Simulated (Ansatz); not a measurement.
# FH7N2Si: the cost of one run

All numbers below are computed with Ansatz 0.2.0 (RKS PBE-D4/6-31G*).

1 further run of the same task is left out (it didn't finish).

**1. The starting structure**

Bond lengths: Si1–N3 1.820 Å, N3–H4 1.060 Å, N3–H5 1.060 Å, Si1–N6 1.819 Å, N6–H7 1.060 Å, N6–H8 1.060 Å, Si1–H9 1.459 Å, Si1–F10 1.890 Å. Angles: Si1–N3–H4 120.0°, Si1–N3–H5 120.0°, H4–N3–H5 120.0°, N3–Si1–N6 109.5°, N3–Si1–H9 109.5°, N3–Si1–F10 178.9°, N6–Si1–H9 109.5°, N6–Si1–F10 70.0°, H9–Si1–F10 70.0°, Si1–N6–H7 120.0°, Si1–N6–H8 120.0°, H7–N6–H8 120.0°.

As a file:

```xyz
11

Si    0.0000    0.0000    0.0000
H     0.0000    0.0000    1.8100
N     1.7163    0.0000   -0.6061
H     2.2145   -0.9180   -0.7868
H     2.2175    0.9180   -0.7783
N    -0.8572    1.4851   -0.6061
H    -1.8773    1.4300   -0.8888
H    -0.3367    2.4058   -0.6766
H    -0.6877   -1.1914   -0.4862
F    -1.7936    0.0000    0.5960
H    -0.9735    0.0000    1.6930
```

**2. Pulling towards end A**

Springs on the bonds that form and break draw the guess towards this end; the thresholds are loose.

Input file input.yaml:

```yaml
crystal:
  periodic: [false, false, false]
  atoms:
    - { symbol: Si, position_ang: [0.0, 0.0, 0.0] }
    - { symbol: H, position_ang: [0.0, 0.0, 1.81] }
    - { symbol: "N", position_ang: [1.7163, 0.0, -0.6061] }
    - { symbol: H, position_ang: [2.2145, -0.918, -0.7868] }
    - { symbol: H, position_ang: [2.2175, 0.918, -0.7783] }
    - { symbol: "N", position_ang: [-0.8572, 1.4851, -0.6061] }
    - { symbol: H, position_ang: [-1.8773, 1.43, -0.8888] }
    - { symbol: H, position_ang: [-0.3367, 2.4058, -0.6766] }
    - { symbol: H, position_ang: [-0.6877, -1.1914, -0.4862] }
    - { symbol: F, position_ang: [-1.7936, 0.0, 0.596] }
    - { symbol: H, position_ang: [-0.9735, 0.0, 1.693] }
basis:
  gaussian: { orbitals: "6-31G*" }
hamiltonian:
  xc: pbe
  dispersion: d4
relax:
  f_tol: 0.15
  max_steps: 25
  restrain:
    - { distance: [0, 9], at: 2.79, k: 30.0 }
    - { distance: [10, 1], at: 1.86, k: 30.0 }
    - { distance: [0, 1], at: 1.46, k: 30.0 }
    - { distance: [10, 9], at: 0.92, k: 30.0 }
```

Command:

```sh
ansatz run input.yaml --threads 1 --pin off --max-ram 2048MiB --backend cpu --events-out ev --progress --plain --runs-dir out
```

**Question.** How long does this run take on 1 thread of Arm Neoverse V1, shared host, and how much memory does it need?

About 36 s, with a peak of 0.12 GiB.
